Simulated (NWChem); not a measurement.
# C7H16 (SMILES CCCC(C)CC) at 4 levels

We compute a comparison of 4 runs (HF/STO-3G, HF/3-21G, B3LYP/6-31G*) of C7H16. 

The calculation is run with NWChem 7.3.0.

## Step 1: The structure to begin with

C7H16 has 23 atoms, charge 0, and is taken as a singlet. SMILES: `CCCC(C)CC`. The coordinates come from a PBE0-D4/def2-TZVP relaxation. This is one conformer, not always the lowest.

Some bond lengths: C1–C2 1.519 Å, C2–C3 1.520 Å, C3–C4 1.527 Å, C4–C5 1.523 Å, C4–C6 1.528 Å, C6–C7 1.519 Å, C1–H8 1.094 Å, C1–H9 1.094 Å, C1–H10 1.093 Å, C2–H11 1.097 Å, C2–H12 1.094 Å, C3–H13 1.097 Å, C3–H14 1.099 Å, C4–H15 1.100 Å, C5–H16 1.091 Å, C5–H17 1.095 Å. Some angles: C1–C2–C3 112.5°, C2–C3–C4 115.4°, C3–C4–C5 111.8°, C3–C4–C6 109.9°, C5–C4–C6 111.7°, C4–C6–C7 114.9°, C1–C2–H11 109.6°, C1–C2–H12 109.2°, C3–C2–H11 109.1°, C3–C2–H12 110.1°.

## Step 2: Energy and forces at HF/STO-3G (run 1)

Input file c7h16.nw:

```
start c7h16
memory total 2200 mb
charge 0
geometry units angstroms noautosym nocenter noautoz
  C     -3.173500     0.958000    -0.294700
  C     -2.045200    -0.042100    -0.109400
  C     -0.678100     0.622200    -0.074600
  C      0.496000    -0.310200     0.212400
  C      0.664200    -1.360400    -0.877100
  C      1.771600     0.506000     0.413500
  C      2.974800    -0.293900     0.883200
  H     -3.188900     1.690100     0.517700
  H     -3.058500     1.510800    -1.231500
  H     -4.148700     0.466000    -0.317600
  H     -2.197200    -0.600000     0.822300
  H     -2.084000    -0.780800    -0.915900
  H     -0.693000     1.409000     0.690100
  H     -0.499700     1.135500    -1.029400
  H      0.283900    -0.830800     1.157900
  H     -0.234300    -1.968600    -0.995500
  H      0.873200    -0.882300    -1.840200
  H      1.488000    -2.042200    -0.658000
  H      2.013300     1.018600    -0.526300
  H      1.563200     1.297000     1.142700
  H      3.296200    -1.027100     0.140500
  H      3.826700     0.360300     1.082800
  H      2.750000    -0.835000     1.807200
end
basis "ao basis" spherical bse
  * library STO-3G
end
scf
  thresh 1e-08
  maxiter 80
  noprint "final vectors analysis"
end
task scf gradient
```

On the command line:

```bash
$ nwchem c7h16.nw > c7h16.out
```

Output:

```text
[...]
  functions       =    51
[...]
  wavefunction    = RHF
[...]
         Total SCF energy =   -271.199973750083
      One-electron energy =  -1008.901253755893
      Two-electron energy =    413.606210725530
 Nuclear repulsion energy =    324.095069280280
        Time for solution =     12.9s
[...]
                         RHF ENERGY GRADIENTS
    atom               coordinates                        gradient
                 x          y          z           x          y          z
   1 C      -5.997045   1.810357  -0.556902    0.018010  -0.019502   0.003244
   2 C      -3.864868  -0.079557  -0.206736    0.005481   0.030836  -0.003879
   3 C      -1.281423   1.175788  -0.140974   -0.004344  -0.034864   0.007364
   4 C       0.937304  -0.586193   0.401378    0.005627   0.018072  -0.023878
   5 C       1.255156  -2.570783  -1.657479   -0.003735   0.016810   0.022323
   6 C       3.347839   0.956201   0.781402   -0.002224  -0.030813   0.007364
   7 C       5.621557  -0.555390   1.669006   -0.019981   0.015058  -0.009464
   8 H      -6.026147   3.193826   0.978311   -0.000541   0.004896   0.004299
   9 H      -5.779727   2.854998  -2.327198    0.000084   0.003909  -0.005275
  10 H      -7.839906   0.880612  -0.600177   -0.005915  -0.000872  -0.000403
  11 H      -4.152106  -1.133836   1.553922   -0.000062  -0.004403   0.005112
[...]
```

It took 16 s on 1 thread of Intel Xeon Platinum 8259CL at 2.50GHz (Skylake/Cascade Lake), shared host; peak memory 0.099 GiB.

## Step 3: Energy and forces at HF/3-21G (run 2)

Input file work.nw:

```
start work
title "C7H16"
memory total 2200 mb
geometry noautosym nocenter noautoz
C    -3.173500    0.958000   -0.294700
C    -2.045200   -0.042100   -0.109400
C    -0.678100    0.622200   -0.074600
C     0.496000   -0.310200    0.212400
C     0.664200   -1.360400   -0.877100
C     1.771600    0.506000    0.413500
C     2.974800   -0.293900    0.883200
H    -3.188900    1.690100    0.517700
H    -3.058500    1.510800   -1.231500
H    -4.148700    0.466000   -0.317600
H    -2.197200   -0.600000    0.822300
H    -2.084000   -0.780800   -0.915900
H    -0.693000    1.409000    0.690100
H    -0.499700    1.135500   -1.029400
H     0.283900   -0.830800    1.157900
H    -0.234300   -1.968600   -0.995500
H     0.873200   -0.882300   -1.840200
H     1.488000   -2.042200   -0.658000
H     2.013300    1.018600   -0.526300
H     1.563200    1.297000    1.142700
H     3.296200   -1.027100    0.140500
H     3.826700    0.360300    1.082800
H     2.750000   -0.835000    1.807200
end
basis spherical bse
* library 3-21G
end
scf
thresh 1e-08
maxiter 80
end
task scf gradient
```

On the command line:

```bash
$ nwchem work.nw > work.out
```

Output:

```text
[...]
  functions       =    95
[...]
  wavefunction    = RHF
[...]
         Total SCF energy =   -272.886066249533
      One-electron energy =  -1009.108003432950
      Two-electron energy =    412.126867903137
 Nuclear repulsion energy =    324.095069280280
        Time for solution =     15.5s
[...]
                         RHF ENERGY GRADIENTS
    atom               coordinates                        gradient
                 x          y          z           x          y          z
   1 C      -5.997045   1.810357  -0.556902    0.012557  -0.013151   0.002213
   2 C      -3.864868  -0.079557  -0.206736    0.002442   0.022398  -0.002206
   3 C      -1.281423   1.175788  -0.140974   -0.003431  -0.021311   0.005022
   4 C       0.937304  -0.586193   0.401378    0.003821   0.010998  -0.017199
   5 C       1.255156  -2.570783  -1.657479   -0.002315   0.010276   0.013605
   6 C       3.347839   0.956201   0.781402    0.000335  -0.020500   0.005819
   7 C       5.621557  -0.555390   1.669006   -0.013698   0.010665  -0.005842
   8 H      -6.026147   3.193826   0.978311   -0.000389   0.004144   0.003746
   9 H      -5.779727   2.854998  -2.327198    0.000176   0.003249  -0.004509
  10 H      -7.839906   0.880612  -0.600177   -0.005151  -0.001832  -0.000221
  11 H      -4.152106  -1.133836   1.553922   -0.000596  -0.003935   0.004735
[...]
```

Run time: 19 s. Hardware: 1 thread of Intel Xeon Platinum 8259CL at 2.50GHz (Skylake/Cascade Lake), shared host; peak memory 0.099 GiB.

## Step 4: Energy and forces at B3LYP/6-31G(d) (spherical functions) (run 3)

Input file run.py:

```python
from ase import Atoms
from ase.calculators.nwchem import NWChem

system = Atoms(['C', 'C', 'C', 'C', 'C', 'C', 'C', 'H', 'H', 'H', 'H', 'H', 'H', 'H', 'H', 'H', 'H', 'H', 'H', 'H', 'H', 'H', 'H'], positions=[
    [-3.173500, 0.958000, -0.294700],
    [-2.045200, -0.042100, -0.109400],
    [-0.678100, 0.622200, -0.074600],
    [0.496000, -0.310200, 0.212400],
    [0.664200, -1.360400, -0.877100],
    [1.771600, 0.506000, 0.413500],
    [2.974800, -0.293900, 0.883200],
    [-3.188900, 1.690100, 0.517700],
    [-3.058500, 1.510800, -1.231500],
    [-4.148700, 0.466000, -0.317600],
    [-2.197200, -0.600000, 0.822300],
    [-2.084000, -0.780800, -0.915900],
    [-0.693000, 1.409000, 0.690100],
    [-0.499700, 1.135500, -1.029400],
    [0.283900, -0.830800, 1.157900],
    [-0.234300, -1.968600, -0.995500],
    [0.873200, -0.882300, -1.840200],
    [1.488000, -2.042200, -0.658000],
    [2.013300, 1.018600, -0.526300],
    [1.563200, 1.297000, 1.142700],
    [3.296200, -1.027100, 0.140500],
    [3.826700, 0.360300, 1.082800],
    [2.750000, -0.835000, 1.807200],
])

calc = NWChem(
    label='mol',
    theory='dft',
    memory='2200 mb',
    basis='6-31G*',
    basispar='spherical bse',
    dft={'xc': 'b3lyp', 'mult': '1', 'grid': 'fine', 'convergence': 'energy 1e-08', 'iterations': '100', 'mulliken': None},
)
system.calc = calc

forces = system.get_forces()
e = system.get_potential_energy()
print(f"E = {e:.6f} eV")
print("forces (eV/A):")
for s, f in zip(system.symbols, forces):
    print(f"{s:2s} {f[0]:10.5f} {f[1]:10.5f} {f[2]:10.5f}")
print("dipole (e A):", system.get_dipole_moment().round(4))
```

On the command line:

```bash
$ export ASE_NWCHEM_COMMAND="nwchem PREFIX.nwi > PREFIX.nwo"
$ python run.py
```

Output:

```text
E = -7520.984379 eV
forces (eV/A):
C    -0.19602    0.13601   -0.02777
C    -0.07528   -0.21813    0.01383
C     0.01625    0.24019   -0.03368
C    -0.03270   -0.10254    0.18245
C     0.02669   -0.19417   -0.16321
C     0.03872    0.23361   -0.02808
C     0.21546   -0.08911    0.08042
H    -0.01908    0.08953    0.08608
H    -0.00478    0.07014   -0.10254
H    -0.12120   -0.04695   -0.00411
H    -0.03204   -0.06927    0.09513
H    -0.02365   -0.08109   -0.07456
H    -0.01121    0.08850    0.06793
H     0.00699    0.06608   -0.08891
H    -0.01856   -0.05425    0.09004
H    -0.08336   -0.08279   -0.03317
H     0.02489    0.02227   -0.11940
H     0.08186   -0.08886   -0.00103
H     0.04510    0.06906   -0.08505
H     0.00437    0.09307    0.07811
H     0.05420   -0.08361   -0.06675
H     0.10886    0.06783    0.03003
H    -0.00550   -0.06556    0.10428
dipole (e A): [-0.001  -0.0049  0.0085]
```

The calculator wrote mol.nwi:

```
title "mol"

permanent_dir mol

scratch_dir mol

start mol

geometry units angstrom nocenter noautosym noautoz
  C  -3.1735000000000002e+00 9.5799999999999996e-01 -2.9470000000000002e-01
  C  -2.0451999999999999e+00 -4.2099999999999999e-02 -1.0940000000000000e-01
  C  -6.7810000000000004e-01 6.2219999999999998e-01 -7.4600000000000000e-02
  C  4.9600000000000000e-01 -3.1019999999999998e-01 2.1240000000000001e-01
  C  6.6420000000000001e-01 -1.3604000000000001e+00 -8.7709999999999999e-01
  C  1.7716000000000001e+00 5.0600000000000001e-01 4.1349999999999998e-01
  C  2.9748000000000001e+00 -2.9389999999999999e-01 8.8319999999999999e-01
  H  -3.1888999999999998e+00 1.6900999999999999e+00 5.1770000000000005e-01
  H  -3.0585000000000000e+00 1.5107999999999999e+00 -1.2315000000000000e+00
  H  -4.1486999999999998e+00 4.6600000000000003e-01 -3.1759999999999999e-01
  H  -2.1972000000000000e+00 -5.9999999999999998e-01 8.2230000000000003e-01
  H  -2.0840000000000001e+00 -7.8080000000000005e-01 -9.1590000000000005e-01
  H  -6.9299999999999995e-01 1.4090000000000000e+00 6.9010000000000005e-01
  H  -4.9969999999999998e-01 1.1355000000000000e+00 -1.0294000000000001e+00
  H  2.8389999999999999e-01 -8.3079999999999998e-01 1.1578999999999999e+00
  H  -2.3430000000000001e-01 -1.9685999999999999e+00 -9.9550000000000005e-01
  H  8.7319999999999998e-01 -8.8229999999999997e-01 -1.8402000000000001e+00
  H  1.4880000000000000e+00 -2.0421999999999998e+00 -6.5800000000000003e-01
  H  2.0133000000000001e+00 1.0185999999999999e+00 -5.2629999999999999e-01
  H  1.5631999999999999e+00 1.2969999999999999e+00 1.1427000000000000e+00
  H  3.2961999999999998e+00 -1.0270999999999999e+00 1.4050000000000001e-01
  H  3.8267000000000002e+00 3.6030000000000001e-01 1.0828000000000000e+00
  H  2.7500000000000000e+00 -8.3499999999999996e-01 1.8071999999999999e+00
end

memory 2200 mb

basis spherical bse noprint
   * library 6-31G*
end

dft
  xc b3lyp
  mult 1
  grid fine
  convergence energy 1e-08
  iterations 100
  mulliken
end

task dft gradient
```

mol.nwo:

```text
Northwest Computational Chemistry Package (NWChem) 7.3.0
             --------------------------------------------------------

           Job information
           ---------------

    nwchem branch   = 7.3.0
    use scalapack   = T
    input           = mol.nwi
    prefix          = mol.
    data base       = mol/mol.db
    status          = startup
    nproc           =        1

           Memory information
           ------------------

    heap     =     72089600 doubles =      550.0 Mbytes
    stack    =     72089597 doubles =      550.0 Mbytes
    global   =    144179200 doubles =     1100.0 Mbytes (distinct from heap & stack)
    total    =    288358397 doubles =     2200.0 Mbytes
    verify   = yes
    hardfail = no

[... 133 lines left out ...]
  convergence criterion.
[... 39 lines left out ...]
          Spatial weights used:  Erf1
[... 89 lines left out ...]
         Total DFT energy =     -276.391080276961
[... 3 lines left out ...]
 Nuclear repulsion energy =      324.095069280279
[... 982 lines left out ...]
          Convergence on gradient requested:  5.00D-04
[... 26 lines left out ...]
          total energy or number of iterations.
[... 26 lines left out ...]
                         DFT ENERGY GRADIENTS

    atom               coordinates                        gradient
                 x          y          z           x          y          z
   1 C      -5.997045   1.810357  -0.556902    0.003812  -0.002645   0.000540
   2 C      -3.864868  -0.079557  -0.206736    0.001464   0.004242  -0.000269
   3 C      -1.281423   1.175788  -0.140974   -0.000316  -0.004671   0.000655
[... 19 lines of this table left out ...]
  23 H       5.196746  -1.577921   3.415113    0.000107   0.001275  -0.002028

                 ----------------------------------------
                 |  Time  |  1-e(secs)   |  2-e(secs)   |
                 ----------------------------------------
                 |  CPU   |       0.05   |       9.31   |
                 ----------------------------------------
                 |  WALL  |       0.05   |       9.31   |
                 ----------------------------------------

 Task  times  cpu:       99.9s     wall:       99.9s
 Total times  cpu:       99.9s     wall:       99.9s
```

Wall time 1.7 min (1 thread of Intel Xeon Platinum 8259CL at 2.50GHz (Skylake/Cascade Lake), shared host); peak memory 0.13 GiB.

## Step 5: Energy and gradient at B3LYP/6-31G(d) (Cartesian functions) (run 4)

Input file m1.nw:

```
start m1
memory stack 880 mb heap 220 mb global 1100 mb
charge 0

geometry units au noautosym nocenter noautoz
 C  -5.99704586  1.81035763 -0.55690229
 C  -3.86486787 -0.07955747 -0.20673604
 C  -1.28142329  1.17578759 -0.14097357
 C   0.93730416 -0.58619304  0.40137783
 C   1.25515609 -2.57078342 -1.65747878
 C   3.34783880  0.95620142  0.78140175
 C   5.62155728 -0.55539051  1.66900611
 H  -6.02614764  3.19382612  0.97831121
 H  -5.77972735  2.85499823 -2.32719772
 H  -7.83990677  0.88061237 -0.60017702
 H  -4.15210624 -1.13383567  1.55392179
 H  -3.93818924 -1.47549816 -1.73080016
 H  -1.30958020  2.66262411  1.30410000
 H  -0.94429614  2.14578401 -1.94528407
 H   0.53649325 -1.56998446  2.18811388
 H  -0.44276283 -3.72011485 -1.88122236
 H   1.65010885 -1.66730536 -3.47747401
 H   2.81191247 -3.85919869 -1.24343979
 H   3.80458561  1.92487503 -0.99456286
 H   2.95401988  2.45097478  2.15939004
 H   6.22891525 -1.94093770  0.26550652
 H   7.23141496  0.68086832  2.04619545
 H   5.19674684 -1.57792131  3.41511305
end

basis
 * library 6-31G*
end

dft
 xc b3lyp
 mult 1
 grid fine
 convergence energy 1e-08
 iterations 100
 mulliken
end

task dft gradient
```

On the command line:

```bash
$ nwchem m1.nw > m1.out
```

Output:

```text
[...]
          Wavefunction type:  closed shell.
          No. of atoms     :    23
          No. of electrons :    58
[...]
          Charge           :     0
          Spin multiplicity:     1
[...]
          AO basis - number of functions:   137
[...]
              XC Information
              --------------
                         B3LYP Method XC Potential
                     Hartree-Fock (Exact) Exchange  0.200
                        Slater Exchange Functional  0.800 local
                    Becke 1988 Exchange Functional  0.720 non-local
              Lee-Yang-Parr Correlation Functional  0.810
                  VWN I RPA Correlation Functional  0.190 local
[...]
 d= 0,ls=0.0,diis     1   -276.3248715266 -6.00D+02  5.42D-03  7.27D-01    12.0
[...]
 d= 0,ls=0.0,diis     8   -276.3958973113 -2.98D-10  6.15D-07  1.02D-08    80.9
         Total DFT energy =     -276.395897311346
      One electron energy =    -1012.290090723366
           Coulomb energy =      455.847456051732
    Exchange-Corr. energy =      -44.048308667709
 Nuclear repulsion energy =      324.095046027997
[...]
  wavefunction    = closed shell
                         DFT ENERGY GRADIENTS
    atom               coordinates                        gradient
                 x          y          z           x          y          z
   1 C      -5.997046   1.810358  -0.556902    0.003715  -0.002536   0.000521
   2 C      -3.864868  -0.079557  -0.206736    0.001422   0.004041  -0.000247
   3 C      -1.281423   1.175788  -0.140974   -0.000277  -0.004494   0.000594
   4 C       0.937304  -0.586193   0.401378    0.000588   0.001868  -0.003354
   5 C       1.255156  -2.570783  -1.657479   -0.000502   0.003722   0.003063
   6 C       3.347839   0.956201   0.781402   -0.000736  -0.004366   0.000481
   7 C       5.621557  -0.555391   1.669006   -0.004086   0.001648  -0.001517
   8 H      -6.026148   3.193826   0.978311    0.000378  -0.001713  -0.001637
   9 H      -5.779727   2.854998  -2.327198    0.000104  -0.001343   0.001953
  10 H      -7.839907   0.880612  -0.600177    0.002317   0.000884   0.000081
  11 H      -4.152106  -1.133836   1.553922    0.000624   0.001338  -0.001824
[...]
```

Wall time 1.7 min (1 thread of Intel Xeon Platinum 8259CL at 2.50GHz (Skylake/Cascade Lake), shared host); peak memory 0.14 GiB.

## Step 6: Overview of the runs

```
run                               level  iteration cap  module  energy (Eh)  dipole moment (D)  largest force (eV/Å)  wall time
  1                           HF/STO-3G             80     scf  -271.199974               0.02                 1.846       16 s
  2                            HF/3-21G             80     scf  -272.886066               0.04                 1.164       19 s
  3  B3LYP/6-31G* (spherical functions)            100     dft  -276.391080               0.05                 0.255    1.7 min
  4  B3LYP/6-31G* (Cartesian functions)            100     dft  -276.395897               0.05                 0.249    1.7 min
```

## Step 7: Outcome

```
                       quantity          value
            run 4: total energy  -276.39590 Eh
           run 4: dipole moment         0.05 D
             run 4: HOMO energy       -8.12 eV
             run 4: LUMO energy        2.38 eV
           run 4: HOMO–LUMO gap       10.50 eV
run 4: largest force on an atom     0.249 eV/Å
```

In words: Over runs 2, 3, 4 the HOMO–LUMO gap runs from 10.50 eV (B3LYP/6-31G*) to 18.56 eV (HF/3-21G). The two ends differ in method and basis. In run 1 the basis is minimal, so the values are rough. All runs together took 3.9 min, the longest 1.7 min.
